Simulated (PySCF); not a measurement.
# C2H5GeSi (SMILES [SiH2]C#[C][GeH3]) at 6 levels

We compute a comparison of 6 runs (UHF/STO-3G, UHF/3-21G, UB3LYP/6-31G*, U-wB97M-V/cc-pVDZ, UB2PLYP/cc-pVDZ, USCS-MP2/cc-pVDZ) of C2H5GeSi. Input form: a Python script.

The calculation is run with PySCF 2.14.0.

1 further run of the same task is left out (set aside as unsound or not needed).

## 1. The structure to begin with

The species is C2H5GeSi (9 atoms), meant as a doublet with charge 0. As SMILES, `[SiH2]C#[C][GeH3]`. The shape is that of a PBE0-D4/def2-TZVP optimisation.

Bond lengths: Si1–C2 1.801 Å, C2–C3 1.218 Å, C3–Ge4 1.901 Å, Si1–H5 1.484 Å, Si1–H6 1.484 Å, Ge4–H7 1.533 Å, Ge4–H8 1.533 Å, Ge4–H9 1.533 Å. Some angles: Si1–C2–C3 174.7°, C2–C3–Ge4 179.2°, C2–Si1–H5 111.7°, C2–Si1–H6 111.7°, C3–Ge4–H7 108.6°, C3–Ge4–H8 108.5°, C3–Ge4–H9 108.5°, H5–Si1–H6 112.4°, H7–Ge4–H8 110.3°, H7–Ge4–H9 110.3°.

## 2. The energy at UHF/STO-3G (run 1)

Input file start.xyz:

```xyz
9

Si     0.082100     2.336500    -1.455900
C      0.032400     0.807000    -0.505500
C      0.108500    -0.236500     0.118500
Ge     0.202100    -1.863500     1.097100
H     -0.734500     2.241800    -2.691100
H     -0.281900     3.510600    -0.624700
H      1.629300    -2.414600     0.994600
H     -0.796600    -2.855500     0.490500
H     -0.152800    -1.572100     2.559500
```

Input file input.py:

```python
# [SiH2]C#[C][GeH3]
from pyscf import gto, scf

system = gto.Mole()
system.atom = 'start.xyz'
system.max_memory = 1860
system.charge = 0
system.verbose = 3
system.basis = 'sto-3g'
system.spin = 1
system.build()

mf = scf.UHF(system)
mf.conv_tol = 1e-10
mf.kernel()
if not mf.converged:
    mf = mf.newton().run(mf.mo_coeff, mf.mo_occ)

energy = mf.e_tot
print('Final energy', energy)
```

On the command line:

```bash
$ OMP_NUM_THREADS=1 python input.py
```

The log of the run:

```text
converged SCF energy = -2414.98869361588  <S^2> = 1.050096  2S+1 = 2.2804351
Final energy -2414.9886936158823
```

It took 1.1 s on 1 thread of Intel Xeon 6975P-C (Granite Rapids), shared host; peak memory 0.1 GiB.

## 3. The energy at UHF/3-21G (run 2)

start.xyz: that of step 2 with these lines changed.

```diff
@@ -1,3 +1,3 @@
 9
-
+C2H5GeSi
 Si     0.082100     2.336500    -1.455900
```

Input file job.py:

```python
from pyscf import gto

mol = gto.Mole()
mol.atom = 'start.xyz'
mol.basis = '3-21g'
mol.charge = 0
mol.spin = 1
mol.verbose = 3
mol.max_memory = 1860
mol.build()

myscf = mol.UHF()
myscf.conv_tol = 1e-10
myscf.kernel()
if not myscf.converged:
    myscf = myscf.newton().run(myscf.mo_coeff, myscf.mo_occ)

energy = myscf.e_tot
print('E(%s) = %.9f' % ('HF', energy))
```

On the command line:

```bash
$ OMP_NUM_THREADS=1 python job.py
```

The log of the run:

```text
converged SCF energy = -2430.87076878249  <S^2> = 0.91410991  2S+1 = 2.1578785
E(HF) = -2430.870768782
```

Wall time 1.5 s (1 thread of Intel Xeon 6975P-C (Granite Rapids), shared host); peak memory 0.13 GiB.

Runs 3 to 4 aren't shown in full; the table further down has their settings and results.

## 4. The energy at UB2PLYP/cc-pVDZ (run 5)

Input file run.py:

```python
from pyscf import gto, dft, mp

mol = gto.M(
    atom='''
Si     0.155147     4.415345    -2.751252
C      0.061227     1.525009    -0.955257
C      0.205035    -0.446920     0.223933
Ge     0.381914    -3.521505     2.073219
H     -1.388004     4.236388    -5.085442
H     -0.532714     6.634073    -1.180512
H      3.078931    -4.562933     1.879522
H     -1.505356    -5.396113     0.926911
H     -0.288750    -2.970838     4.836754
''',
    basis='cc-pvdz',
    max_memory=1860,
    verbose=3,
    charge=0,
    spin=1,
    unit='bohr',
)

calc0 = dft.UKS(mol, xc='0.53*HF + 0.47*B88, 0.73*LYP')
calc0.conv_tol = 1e-10
calc0.grids.level = 5
calc0.kernel()
if not calc0.converged:
    calc0 = calc0.newton().run(calc0.mo_coeff, calc0.mo_occ)

pt = mp.MP2(calc0, frozen=16).run()
etot = calc0.e_tot + 0.27 * pt.e_corr
print('PT2 part  %.8f' % (0.27 * pt.e_corr))
print('Final energy', etot)
```

On the command line:

```bash
$ OMP_NUM_THREADS=1 python run.py
```

The log of the run:

```text
converged SCF energy = -2444.78565112322  <S^2> = 0.76702814  2S+1 = 2.0169563
E(UMP2) = -2445.35640578967  E_corr = -0.570754666454059
E(SCS-UMP2) = -2445.35449899483  E_corr = -0.568847871611206
PT2 part  -0.15410376
Final energy -2444.939754883161
```

It took 48 s on 1 thread of Intel Xeon 6975P-C (Granite Rapids), shared host; peak memory 0.54 GiB.

## 5. The energy at USCS-MP2/cc-pVDZ (run 6)

Input file input.xyz:

```xyz
9

Si     0.082100     2.336500    -1.455900
C      0.032400     0.807000    -0.505500
C      0.108500    -0.236500     0.118500
Ge     0.202100    -1.863500     1.097100
H     -0.734500     2.241800    -2.691100
H     -0.281900     3.510600    -0.624700
H      1.629300    -2.414600     0.994600
H     -0.796600    -2.855500     0.490500
H     -0.152800    -1.572100     2.559500
```

Input file input.py:

```python
from pyscf import gto, scf, mp

system = gto.M(
    atom='input.xyz',
    basis='cc-pvdz',
    max_memory=1860,
    verbose=3,
    spin=1,
)

mf = scf.UHF(system)
mf.conv_tol = 1e-10
mf.kernel()
if not mf.converged:
    mf = mf.newton().run(mf.mo_coeff, mf.mo_occ)

pt = mp.MP2(mf, frozen=16).run()
etot = mf.e_tot + 1.2 * pt.e_corr_os + pt.e_corr_ss / 3
print('E(%s) = %.9f' % ('SCS-MP2', etot))
```

On the command line:

```bash
$ OMP_NUM_THREADS=1 python input.py
```

The log of the run:

```text
converged SCF energy = -2442.82389482111  <S^2> = 0.8777833  2S+1 = 2.1239428
E(UMP2) = -2443.26374202604  E_corr = -0.43984720492962
E(SCS-UMP2) = -2443.26415894562  E_corr = -0.440264124510092
E(SCS-MP2) = -2443.264158946
```

Run time: 5.7 s. Hardware: 1 thread of Intel Xeon 6975P-C (Granite Rapids), shared host; peak memory 0.25 GiB.

## 6. Overview of the runs

```csv
run,level,integration grid,nlc grid,energy (Eh),dipole moment (D) of the reference,HOMO energy (eV),LUMO energy (eV),wall time
1,UHF/STO-3G,–,–,-2414.988694,0.63,-6.39,6.19,1.1 s
2,UHF/3-21G,–,–,-2430.870769,0.54,-8.78,1.04,1.5 s
3,UB3LYP/6-31G* (spherical functions),5,–,-2445.358990,0.71,-5.67,-2.90,46 s
4,U-wB97M-V/cc-pVDZ,5,1,-2445.382191,0.60,-7.72,-0.95,2.4 min
5,UB2PLYP/cc-pVDZ,5,–,-2444.939755,0.60,-6.91,-1.36,48 s
6,USCS-MP2/cc-pVDZ,–,–,-2443.264159,0.58,-8.80,1.18,5.7 s
```

## 7. Outcome

| quantity | value |
| --- | --- |
| run 6: total energy | -2443.26416 Eh |
| run 6: dipole moment (Hartree–Fock density) | 0.58 D |
| run 6: HOMO energy (Hartree–Fock orbitals) (highest over α and β) | -8.80 eV |
| run 6: LUMO energy (Hartree–Fock orbitals) (lowest over α and β) | 1.18 eV |
| run 6: correlation energy (16 core orbitals frozen) | -440.3 mEh |
| run 6: ⟨S²⟩ of the reference determinant | 0.878 |

What this shows: Over runs 1, 2, 3, 4, 5 the dipole moment (its size) runs from 0.54 D (UHF/3-21G) to 0.71 D (UB3LYP/6-31G*). The two ends differ in method and basis. Totals of different functionals can't be ranked against each other. In run 1 the basis is minimal, so the values are rough. Spin contamination of the reference: run 1 ⟨S²⟩ = 1.05, run 2 ⟨S²⟩ = 0.91, run 6 ⟨S²⟩ = 0.88. All runs together took 4.1 min, the longest 2.4 min.
